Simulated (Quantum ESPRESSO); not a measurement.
# NbTe (P-6m2) in Quantum ESPRESSO: a series of runs

Runs on NbTe. Level: PBEsol+U. Tasks: projected density of states.

Everything below comes from runs of Quantum ESPRESSO 7.5. Logs are shortened: lines on timing, memory, paths and dates and some standing lists are left out, and cuts for length are marked.

## (1) The crystal as given

Symmetry: P-6m2, No. 187, hexagonal system. Conventional cell: a = 3.703 Å, b = 3.703 Å, c = 3.694 Å, α = 90.00°, β = 90.00°, γ = 120.00°. Te (site symmetry -6m2) is surrounded by 6 Nb at 2.83 Å. Nb (site symmetry -6m2) has 6 Te at 2.83 Å as nearest neighbours.

The cell comes from a database or a generator and needn't be the stable form of this composition.

## (2) Projected density of states, PBEsol+U

pw.in reads:

```
&CONTROL
  calculation = 'scf'
  prefix = 'pwscf'
  outdir = './tmp'
  pseudo_dir = './pseudo'
  tprnfor = .true.
  tstress = .true.
  disk_io = 'low'
/
&SYSTEM
  ibrav = 0
  celldm(1) = 8
  nat = 2
  ntyp = 2
  ecutwfc = 45
  ecutrho = 360
  nbnd = 19
  occupations = 'smearing'
  smearing = 'fd'
  degauss = 0.00367493
/
&ELECTRONS
  conv_thr = 4d-10
  electron_maxstep = 120
  mixing_beta = 0.3
/
ATOMIC_SPECIES
Te   127.6000 te_pbesol_v1.uspp.F.UPF
Nb    92.9064 nb_pbesol_v1.uspp.F.UPF
CELL_PARAMETERS alat
  0.8747009296473   0.0000000000000   0.0000000000000
 -0.4373504648236   0.7575132257982   0.0000000000000
  0.0000000000000   0.0000000000000   0.8726308795725
ATOMIC_POSITIONS crystal
Te     0.6666666667    0.3333333333    0.0000000000
Nb     0.0000000000    0.0000000000    0.5000000000
K_POINTS automatic
8 8 7 0 0 0
HUBBARD {atomic}
U Nb-4d 6.0
```

nscf.in reads:

```
&CONTROL
  calculation = 'nscf'
  prefix = 'pwscf'
  outdir = './tmp'
  pseudo_dir = './pseudo'
  disk_io = 'low'
/
&SYSTEM
  ibrav = 0
  celldm(1) = 8
  nat = 2
  ntyp = 2
  ecutwfc = 45
  ecutrho = 360
  nbnd = 19
  occupations = 'tetrahedra_opt'
/
&ELECTRONS
  conv_thr = 1d-08
  electron_maxstep = 120
  mixing_beta = 0.3
  startingwfc = 'random'
/
ATOMIC_SPECIES
Te   127.6000 te_pbesol_v1.uspp.F.UPF
Nb    92.9064 nb_pbesol_v1.uspp.F.UPF
CELL_PARAMETERS alat
  0.8747009296473   0.0000000000000   0.0000000000000
 -0.4373504648236   0.7575132257982   0.0000000000000
  0.0000000000000   0.0000000000000   0.8726308795725
ATOMIC_POSITIONS crystal
Te     0.6666666667    0.3333333333    0.0000000000
Nb     0.0000000000    0.0000000000    0.5000000000
K_POINTS automatic
12 12 11 0 0 0
HUBBARD {atomic}
U Nb-4d 6.0
```

projwfc.in reads:

```
&PROJWFC
  prefix = 'pwscf'
  outdir = './tmp'
  filpdos = 'p'
  Emin = -2
  Emax = 23
  DeltaE = 0.05
/
```

Potentials or basis: GBRV 1.5 PBEsol.

Command:

```bash
> OMP_NUM_THREADS=1 mpirun -n 2 pw.x -nk 2 -in pw.in > pw.out
> OMP_NUM_THREADS=1 mpirun -n 2 pw.x -nk 2 -in nscf.in > nscf.out
> OMP_NUM_THREADS=1 mpirun -n 1 projwfc.x -in projwfc.in > projwfc.out
```

pw.out:

```text
This program is part of the open-source Quantum ESPRESSO suite
     for quantum simulation of materials; please cite
[... 6 lines left out ...]
     using ibrav=0 with symmetry is DISCOURAGED, use correct ibrav instead

     K-points division:     npool     =       2
     Subspace diagonalization in iterative solution of the eigenvalue problem:
     a serial algorithm will be used

     G-vector sticks info
     --------------------
     sticks:   dense  smooth     PW     G-vecs:    dense   smooth      PW
     Sum        1213     595    187                34075    12059    2027

     Using Slab Decomposition

     bravais-lattice index     =            0
     lattice parameter (alat)  =       8.0000  a.u.
     unit-cell volume          =     296.0400 (a.u.)^3
     number of atoms/cell      =            2
     number of atomic types    =            2
     number of electrons       =        19.00
     number of Kohn-Sham states=           19
     kinetic-energy cutoff     =      45.0000  Ry
     charge density cutoff     =     360.0000  Ry
     scf convergence threshold =      4.0E-10
     mixing beta               =       0.3000
     number of iterations used =            8  plain     mixing
     Exchange-correlation= SLA  PW   PSX  PSC
                           (   1   4  10   8   0   0   0)
     Hubbard projectors: atomic
     Hubbard parameters of DFT+U (Dudarev formulation) in eV:
     U(Nb-4d) =  6.0000

     Internal variables: lda_plus_u =T, lda_plus_u_kind = 0

     Internal variables: orbital_resolved =F, hub_pot_fix =F, apply_U = F

     celldm(1)=   8.000000  celldm(2)=   0.000000  celldm(3)=   0.000000
     celldm(4)=   0.000000  celldm(5)=   0.000000  celldm(6)=   0.000000

     crystal axes: (cart. coord. in units of alat)
               a(1) = (   0.874701   0.000000   0.000000 )
               a(2) = (  -0.437350   0.757513   0.000000 )
               a(3) = (   0.000000   0.000000   0.872631 )

     reciprocal axes: (cart. coord. in units 2 pi/alat)
               b(1) = (  1.143248  0.660054 -0.000000 )
               b(2) = (  0.000000  1.320109  0.000000 )
               b(3) = (  0.000000 -0.000000  1.145960 )

     PseudoPot. # 1 for Te read from file:
     te_pbesol_v1.uspp.F.UPF
     Pseudo is Ultrasoft + core correction, Zval =  6.0
     Generated by new atomic code, or converted to UPF format
     Using radial grid of  891 points,  5 beta functions with:
                l(1) =   0
                l(2) =   0
                l(3) =   1
                l(4) =   1
                l(5) =   2
     Q(r) pseudized with  6 coefficients,  rinner =    1.800   1.800   1.800
                                                       1.800   1.800

     PseudoPot. # 2 for Nb read from file:
     nb_pbesol_v1.uspp.F.UPF
     Pseudo is Ultrasoft + core correction, Zval = 13.0
     Generated by new atomic code, or converted to UPF format
     Using radial grid of  887 points,  6 beta functions with:
                l(1) =   0
                l(2) =   0
                l(3) =   1
                l(4) =   1
                l(5) =   2
                l(6) =   2
     Q(r) pseudized with  6 coefficients,  rinner =    1.000   1.000   1.000
                                                       1.000   1.000

     atomic species   valence    mass     pseudopotential
     Te                6.00   127.60000     Te( 1.00)
     Nb               13.00    92.90640     Nb( 1.00)

     12 Sym. Ops. (no inversion) found

   Cartesian axes

     site n.     atom                  positions (alat units)
         1        Te     tau(   1) = (   0.4373505   0.2525044   0.0000000  )
         2        Nb     tau(   2) = (   0.0000000   0.0000000   0.4363154  )

     number of k points=    40  Fermi-Dirac smearing, width (Ry)=  0.0037
                       cart. coord. in units 2pi/alat
        k(    1) = (   0.0000000   0.0000000   0.0000000), wk =   0.0044643
        k(    2) = (   0.0000000   0.0000000   0.1637086), wk =   0.0089286
        k(    3) = (   0.0000000   0.0000000   0.3274171), wk =   0.0089286
        k(    4) = (   0.0000000   0.0000000   0.4911257), wk =   0.0089286
        k(    5) = (   0.0000000   0.1650136   0.0000000), wk =   0.0267857
        k(    6) = (   0.0000000   0.1650136   0.1637086), wk =   0.0535714
[... 32 lines left out ...]
        k(   39) = (   0.2858120   0.6600545   0.3274171), wk =   0.0535714
        k(   40) = (   0.2858120   0.6600545   0.4911257), wk =   0.0535714

     Dense  grid:    34075 G-vectors     FFT dimensions: (  45,  45,  45)

     Smooth grid:    12059 G-vectors     FFT dimensions: (  30,  30,  30)

     Initial potential from superposition of free atoms

     starting charge      18.9973, renormalised to      19.0000

     STARTING HUBBARD OCCUPATIONS:

     =================== HUBBARD OCCUPATIONS ===================
     ------------------------ ATOM    2 ------------------------
     Tr[ns(  2)] =   4.00000
     eigenvalues:
       0.400  0.400  0.400  0.400  0.400
     eigenvectors (columns):
       1.000  0.000  0.000  0.000  0.000
       0.000  1.000  0.000  0.000  0.000
       0.000  0.000  1.000  0.000  0.000
       0.000  0.000  0.000  1.000  0.000
       0.000  0.000  0.000  0.000  1.000
     occupation matrix ns (before diag.):
       0.400  0.000  0.000  0.000  0.000
       0.000  0.400  0.000  0.000  0.000
       0.000  0.000  0.400  0.000  0.000
       0.000  0.000  0.000  0.400  0.000
       0.000  0.000  0.000  0.000  0.400

     Number of occupied Hubbard levels =    4.0000

     Atomic wfc used for Hubbard projectors are NOT orthogonalized

     Starting wfcs are   17 randomized atomic wfcs +    2 random wfcs

     Self-consistent Calculation

     iteration #  1     ecut=    45.00 Ry     beta= 0.30
     Davidson diagonalization with overlap
     ethr =  1.00E-02,  avg # of iterations =  4.6

     =================== HUBBARD OCCUPATIONS ===================
     ------------------------ ATOM    2 ------------------------
     Tr[ns(  2)] =   5.62979
     eigenvalues:
       0.536  0.557  0.557  0.582  0.582
     eigenvectors (columns):
      -1.000 -0.000  0.000  0.000 -0.000
      -0.000  0.291 -0.957  0.000  0.000
      -0.000  0.957  0.291  0.000 -0.000
      -0.000  0.000  0.000  0.550  0.835
      -0.000  0.000  0.000 -0.835  0.550
     occupation matrix ns (before diag.):
       0.536 -0.000 -0.000 -0.000 -0.000
      -0.000  0.557 -0.000  0.000  0.000
      -0.000 -0.000  0.557 -0.000 -0.000
      -0.000  0.000 -0.000  0.582  0.000
      -0.000  0.000 -0.000  0.000  0.582

     Number of occupied Hubbard levels =    5.6298

     Threshold (ethr) on eigenvalues was too large:
     Diagonalizing with lowered threshold

     Davidson diagonalization with overlap
     ethr =  8.61E-04,  avg # of iterations =  1.0

     total energy              =    -143.80563821 Ry
     estimated scf accuracy    <       0.16594638 Ry

     iteration #  2     ecut=    45.00 Ry     beta= 0.30
     Davidson diagonalization with overlap
     ethr =  8.73E-04,  avg # of iterations =  1.8

     total energy              =    -143.86997561 Ry
     estimated scf accuracy    <       0.05131887 Ry

     iteration #  3     ecut=    45.00 Ry     beta= 0.30
     Davidson diagonalization with overlap
     ethr =  2.70E-04,  avg # of iterations =  1.6

     total energy              =    -143.87280123 Ry
     estimated scf accuracy    <       0.01832894 Ry
[... 54 lines left out ...]
     total energy              =    -143.87565891 Ry
     estimated scf accuracy    <       0.00000001 Ry

     iteration # 12     ecut=    45.00 Ry     beta= 0.30
     Davidson diagonalization with overlap
     ethr =  7.02E-11,  avg # of iterations =  3.8

     total energy              =    -143.87565893 Ry
     estimated scf accuracy    <       0.00000003 Ry

     iteration # 13     ecut=    45.00 Ry     beta= 0.30
     Davidson diagonalization with overlap
     ethr =  7.02E-11,  avg # of iterations =  2.0

     End of self-consistent calculation

     =================== HUBBARD OCCUPATIONS ===================
     ------------------------ ATOM    2 ------------------------
     Tr[ns(  2)] =   6.35623
     eigenvalues:
       0.540  0.650  0.650  0.669  0.669
     eigenvectors (columns):
       1.000 -0.000  0.000 -0.000  0.000
       0.000  0.000  0.000  0.291 -0.957
       0.000  0.000 -0.000  0.957  0.291
       0.000 -0.545 -0.838  0.000 -0.000
       0.000  0.838 -0.545 -0.000 -0.000
     occupation matrix ns (before diag.):
       0.540 -0.000 -0.000 -0.000 -0.000
      -0.000  0.669 -0.000  0.000  0.000
      -0.000 -0.000  0.669 -0.000 -0.000
      -0.000  0.000 -0.000  0.650  0.000
      -0.000  0.000 -0.000  0.000  0.650

     Number of occupied Hubbard levels =    6.3562

          k = 0.0000 0.0000 0.0000 (  1509 PWs)   bands (ev):

   -41.3162 -17.6223 -17.3454 -17.3454  -0.7461  10.0315  10.0315  10.5545
    11.2431  13.4422  13.4422  15.9670  15.9670  16.4650  19.7938  20.7009
    20.7009  25.9849  25.9849

          k = 0.0000 0.0000 0.1637 (  1521 PWs)   bands (ev):

   -41.3158 -17.6463 -17.3434 -17.3434  -0.5459   9.2003  10.1582  10.1582
    12.1056  12.8980  12.8980  16.2659  16.2659  17.0015  20.6986  20.7093
    20.7093  25.2241  26.4103

          k = 0.0000 0.0000 0.3274 (  1527 PWs)   bands (ev):

   -41.3172 -17.6980 -17.3388 -17.3388  -0.0337   7.4232  10.4171  10.4171
    12.2289  12.2289  13.2255  15.9320  15.9320  17.8607  21.7953  21.7953
    22.1913  23.6316  24.8414
[... 67 lines left out ...]
          k = 0.0000 0.4950 0.3274 (  1505 PWs)   bands (ev):

   -41.3169 -17.6725 -17.4569 -17.3655   0.4445   6.8259   8.4299   9.4982
    11.6075  13.8196  14.0540  15.7370  16.3342  17.9097  20.0723  22.5004
    22.8920  24.9834  26.5207

          k = 0.0000 0.4950 0.4911 (  1502 PWs)   bands (ev):

   -41.3135 -17.7092 -17.4470 -17.3605   0.4471   7.0478   7.9667   9.0236
    11.7091  14.0522  14.5020  15.4336  17.4779  17.5687  19.0710  20.9561
    23.9087  25.5711  26.9127

          k = 0.0000-0.6601 0.0000 (  1508 PWs)   bands (ev):

   -41.3313 -17.5996 -17.4861 -17.3781   0.6440   6.1531   9.2242  10.5421
    10.9489  12.9548  14.7225  15.2254  16.5308  17.4576  19.4973  22.5831
    24.6595  25.1290  27.6766

          k = 0.0000-0.6601 0.1637 (  1508 PWs)   bands (ev):

   -41.3271 -17.6206 -17.4847 -17.3756   0.6389   6.1803   8.9087  10.2561
    11.0454  13.7435  14.6915  14.9167  15.8763  18.4074  19.5764  22.0455
    24.3999  25.6835  26.9027

          k = 0.0000-0.6601 0.3274 (  1506 PWs)   bands (ev):

   -41.3195 -17.6654 -17.4766 -17.3696   0.5829   6.3871   8.4182   9.3537
    11.7577  14.0143  14.4202  15.8117  15.9956  17.6628  19.5827  22.3865
    22.6563  26.4444  27.5703

          k = 0.0000-0.6601 0.4911 (  1492 PWs)   bands (ev):

   -41.3151 -17.6991 -17.4650 -17.3645   0.4963   6.9276   7.7353   8.8406
    12.0319  14.5756  14.5899  15.5840  16.7496  17.6203  18.4431  20.3739
    24.2249  27.5517  27.9461

          k = 0.1429 0.2475 0.0000 (  1541 PWs)   bands (ev):

   -41.3154 -17.6137 -17.4003 -17.3634  -0.2590   8.3202  10.1364  10.2328
    11.1140  13.1720  14.2859  15.0932  15.1923  18.4016  19.7947  22.2436
    22.8606  23.1990  26.9781

          k = 0.1429 0.2475 0.1637 (  1522 PWs)   bands (ev):

   -41.3144 -17.6371 -17.3979 -17.3608  -0.1459   8.4910   9.0746  10.1936
    11.5548  12.7501  14.4914  14.9240  15.8235  19.2141  19.6089  21.7989
    22.1673  24.4670  26.3921

          k = 0.1429 0.2475 0.3274 (  1512 PWs)   bands (ev):
[... 95 lines left out ...]
          k = 0.2858 0.6601 0.3274 (  1500 PWs)   bands (ev):

   -41.3052 -17.6616 -17.4640 -17.4210   0.7320   6.8271   8.0598   8.3134
    11.9340  14.6319  14.7739  15.1583  16.5369  17.7880  19.7294  21.8847
    23.5016  23.9089  27.2464

          k = 0.2858 0.6601 0.4911 (  1504 PWs)   bands (ev):

   -41.3027 -17.6953 -17.4520 -17.4120   0.6959   6.5559   7.5008   8.9624
    12.0340  14.9394  15.0586  15.8369  16.1980  17.0888  18.2613  21.2240
    23.6892  26.0030  27.6724

     the Fermi energy is    13.3470 ev

!    total energy              =    -143.87565893 Ry
     estimated scf accuracy    <          3.8E-10 Ry
     smearing contrib. (-TS)   =      -0.00059683 Ry
     internal energy E=F+TS    =    -143.87506210 Ry

     The total energy is F=E-TS. E is the sum of the following terms:
     one-electron contribution =     -31.23445028 Ry
     hartree contribution      =      24.28046040 Ry
     xc contribution           =     -32.78978891 Ry
     ewald contribution        =    -104.63679511 Ry
     Hubbard energy            =       0.50551180 Ry

     convergence has been achieved in  13 iterations

     Forces acting on atoms (cartesian axes, Ry/au):

     atom    1 type  1   force =     0.00000000    0.00000000    0.00000000
     atom    2 type  2   force =     0.00000000    0.00000000    0.00000000

     Total force =     0.000000     Total SCF correction =     0.000000

     Computing stress (Cartesian axis) and pressure

          total   stress  (Ry/bohr**3)                   (kbar)     P=     -119.81
  -0.00079086   0.00000000  -0.00000000         -116.34        0.00       -0.00
   0.00000000  -0.00079086   0.00000000            0.00     -116.34        0.00
   0.00000000  -0.00000000  -0.00086171            0.00       -0.00     -126.76

=------------------------------------------------------------------------------=
   JOB DONE.
=------------------------------------------------------------------------------=
```

It took 23 s on 2 MPI ranks of Intel Xeon 6975P-C (Granite Rapids), shared host; peak memory 0.3 GiB.

What came out:

* Free energy: -1957.5281 eV
* Pressure: -12.0 GPa
* Band gap on the k mesh: none (metal or under the smearing width)
* Loewdin charges: Te +1.18; Nb -1.12 e

States per cell in windows of 1 eV (zero at the Fermi level; states under -8 eV left out):
```
from (eV)  total  Nb#2 d wfc3  Te#1 p wfc2  Nb#2 p wfc5  Nb#2 s wfc4  Te#1 s wfc1  Nb#2 s wfc1
     -8.0   0.04         0.01         0.02         0.00         0.01         0.00         0.00
     -7.0   1.42         0.37         0.80         0.11         0.11         0.02         0.01
     -6.0   1.05         0.29         0.60         0.08         0.04         0.02         0.00
     -5.0   1.69         0.57         0.95         0.11         0.03         0.02         0.00
     -4.0   1.49         0.62         0.79         0.05         0.01         0.01         0.00
     -3.0   0.45         0.26         0.17         0.02         0.00         0.00         0.00
     -2.0   1.85         1.49         0.09         0.19         0.05         0.01         0.00
     -1.0   0.97         0.91         0.03         0.01         0.00         0.00         0.00
      0.0   1.22         0.98         0.11         0.04         0.02         0.05         0.00
      1.0   3.07         2.31         0.34         0.08         0.08         0.21         0.00
      2.0   1.50         0.84         0.40         0.08         0.09         0.06         0.00
      3.0   1.12         0.46         0.34         0.06         0.20         0.02         0.00
      4.0   0.81         0.20         0.19         0.11         0.19         0.05         0.01
      5.0   1.16         0.09         0.16         0.29         0.26         0.10         0.01
      6.0   1.31         0.08         0.17         0.38         0.17         0.07         0.01
      7.0   1.25         0.07         0.15         0.47         0.14         0.05         0.01
```

Eigenvalues of the final occupation matrices:
| site | spin | trace | eigenvalues |
| --- | --- | --- | --- |
| Nb 2 4d | each | 3.18 | 0.54 0.65 0.65 0.67 0.67 |

Caveat: U without spin polarisation on a metal has little footing; the U is typed as a test and isn't derived for this compound.

## (3) Projected density of states, PBEsol+U

pw.in: that of step 2 with these lines changed.

```diff
@@ -39,2 +39,2 @@
 HUBBARD {atomic}
-U Nb-4d 6.0
+U Nb-4d 8.0
```

nscf.in: that of step 2 with these lines changed.

```diff
@@ -36,2 +36,2 @@
 HUBBARD {atomic}
-U Nb-4d 6.0
+U Nb-4d 8.0
```

projwfc.in is that of step 2.

Potentials or basis: GBRV 1.5 PBEsol.

Command:

```bash
> OMP_NUM_THREADS=1 mpirun -n 2 pw.x -nk 2 -in pw.in > pw.out
> OMP_NUM_THREADS=1 mpirun -n 2 pw.x -nk 2 -in nscf.in > nscf.out
> OMP_NUM_THREADS=1 mpirun -n 1 projwfc.x -in projwfc.in > projwfc.out
```

Wall time 24 s (2 MPI ranks of Intel Xeon 6975P-C (Granite Rapids), shared host); peak memory 0.3 GiB.

It converged, with:

```
Free energy            : -1955.2570 eV
Pressure               : -14.1 GPa
Band gap on the k mesh : none (metal or under the smearing width)
Loewdin charges        : Te +1.23; Nb -1.17 e
```

Stress tensor (GPa, compression positive):
```
-13.88   0.00   0.00
  0.00 -13.88   0.00
  0.00   0.00 -14.43
```

Levels at points of the mesh, in eV from the Fermi level:
```tsv
k point	band 8	band 9	band 10	band 11	band 12	band 13
(0.00, 0.00, 0.00)	-2.19	-1.97	0.00	0.00	2.73	2.73
(0.00, -0.50, 0.00)	-2.63	-2.29	-0.51	1.44	2.20	3.29
```

States per cell in windows of 1 eV (zero at the Fermi level; states under -8 eV left out):
```tsv
from (eV)	total	Nb#2 d wfc3	Te#1 p wfc2	Nb#2 p wfc5	Nb#2 s wfc4	Te#1 s wfc1	Nb#2 s wfc1
-8.0	0.03	0.01	0.02	0.00	0.00	0.00	0.00
-7.0	1.42	0.39	0.78	0.10	0.10	0.02	0.01
-6.0	1.02	0.30	0.57	0.07	0.04	0.02	0.01
-5.0	1.86	0.62	1.04	0.12	0.04	0.02	0.00
-4.0	1.41	0.59	0.75	0.05	0.01	0.01	0.00
-3.0	0.35	0.15	0.18	0.01	0.00	0.00	0.00
-2.0	1.93	1.56	0.08	0.20	0.05	0.01	0.00
-1.0	0.95	0.89	0.04	0.01	0.00	0.00	0.00
0.0	0.88	0.72	0.08	0.03	0.01	0.02	0.00
1.0	2.60	1.86	0.29	0.08	0.07	0.25	0.00
2.0	2.15	1.43	0.46	0.08	0.09	0.06	0.00
3.0	1.23	0.52	0.39	0.06	0.20	0.02	0.00
4.0	0.77	0.22	0.20	0.08	0.17	0.04	0.01
5.0	1.08	0.09	0.15	0.26	0.26	0.10	0.01
6.0	1.26	0.08	0.16	0.33	0.19	0.07	0.01
7.0	1.41	0.08	0.18	0.51	0.15	0.07	0.01
```

Eigenvalues of the final occupation matrices:
| site | spin | trace | eigenvalues |
| --- | --- | --- | --- |
| Nb 2 4d | each | 3.20 | 0.49 0.66 0.66 0.69 0.69 |

Caveat: U without spin polarisation on a metal has little footing; the U is typed as a test and isn't derived for this compound. Spin-orbit coupling is left out, which matters for the levels of Te.
